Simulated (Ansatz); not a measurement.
# Ca3SbAs: the cost of one run

Computed with Ansatz 0.2.0 (DFT PBEsol, scalar-relativistic, plane waves, PAW, unless a step's input says otherwise).

## Step 1: Starting point

It takes space group Pm-3m (No. 221, cubic). The conventional cell has a = 5.490 Å, b = 5.490 Å, c = 5.490 Å, α = 90.00°, β = 90.00°, γ = 90.00°. Ca (site symmetry 4/mmm) has 2 As at 2.75 Å as nearest neighbours. Sb (site symmetry m-3m) has 12 Ca at 3.88 Å as nearest neighbours. As (site symmetry m-3m) has 6 Ca at 2.75 Å as nearest neighbours.

Structure file:

```
Ca Sb As
1.0
     5.49000    0.00000    0.00000
     0.00000    5.49000    0.00000
     0.00000    0.00000    5.49000
Ca Sb As
3 1 1
Cartesian
  0.0000 2.7450 2.7450
  2.7450 0.0000 2.7450
  2.7450 2.7450 0.0000
  0.0000 0.0000 0.0000
  2.7450 2.7450 2.7450
```

Source of the structure: the Materials Project (structure only).

(A quick probe on a coarse mesh, which set the mesh and smearing, is not shown.)

## Step 3: Full relaxation

input.yaml

```yaml
crystal:
  lattice:
    - [5.49, 0.0, 0.0]
    - [0.0, 5.49, 0.0]
    - [0.0, 0.0, 5.49]
  atoms:
    - { symbol: Ca, position: [0.0, 0.5, 0.5] }
    - { symbol: Ca, position: [0.5, 0.0, 0.5] }
    - { symbol: Ca, position: [0.5, 0.5, 0.0] }
    - { symbol: Sb, position: [0.0, 0.0, 0.0] }
    - { symbol: As, position: [0.5, 0.5, 0.5] }
basis:
  ecutwfc: 420
kpoints:
  mp_grid: { grid: [8, 8, 8] }
hamiltonian:
  xc: pbesol
scf:
  occupations: { method: gaussian, width: 0.02 }
output:
  forces: true
  stress: true
  eigenvalues: true
  write_density: true
  write_potential: true
  elf: true
  volumetric_format: npy
relax:
  adjacent_minimum: "off"
  f_tol: 0.005
  max_steps: 80
  cell: { stress_tol: 0.05 }
```

The run is started by

```console
$ ansatz run input.yaml --threads 1 --pin off --max-ram 2560MiB --backend cpu --events-out ev --progress --plain --runs-dir out
```

**Question.** How long does this run take on 1 thread of Arm Neoverse V1, shared host, and how much memory does it need?

About 60 s, with a peak of 0.5 GiB.
